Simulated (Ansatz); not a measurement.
# BrClH: the cost of one run

Program: Ansatz 0.2.0, Gaussian basis. Level of theory: the settings change from run to run. These are calculated values, not measurements.

15 further runs of the same task are left out: 14 that didn't finish, 1 set aside as unsound or not needed.

### 1 The geometry

The geometry derives from fragments relaxed apart (PBE0/def2-TZVP) and kept rigid, so it is no stationary point. A hydrogen atom is moved between rigid fragments. No spin-orbit coupling is included. The filled d shell of Br may be among the frozen orbitals whatever the setting's name suggests; the logs give the count.

3 atoms, charge 0, spin multiplicity 2.

Atoms are counted from 1 here; the program's logs count them from 0.

Bond lengths: Cl1–H2 1.577 Å, H2–Br3 1.580 Å. Angles: Cl1–H2–Br3 180.0°.

### 2 CCSDT(Q)/B on ROHF/STO-3G

The input, in.yaml:

```yaml
crystal:
  periodic: [false, false, false]
  atoms:
    - {symbol: Cl, position_ang: [0.000000, 0.000000, -1.578000]}
    - {symbol: H, position_ang: [0.000000, 0.000000, -0.001000]}
    - {symbol: Br, position_ang: [0.000000, 0.000000, 1.579000]}
basis:
  gaussian: {orbitals: STO-3G}
magnetization: {spin_polarized: false, initial_magnetization: 1}
hamiltonian: {pseudopotentials: {relativity: scalar}}
correlation: {method: ccsdt_q_b, electrons: all, diis_vectors: 1}
scf: {lower_state_search: off}
```

Launch:

```sh
$ ansatz run in.yaml --threads 1 --pin off --events-out ev --progress --plain --max-ram 2393MiB
```

What time and memory should one allow on 1 thread of Arm Neoverse V1, shared host?

About 7 s, with a peak of 0.48 GiB.
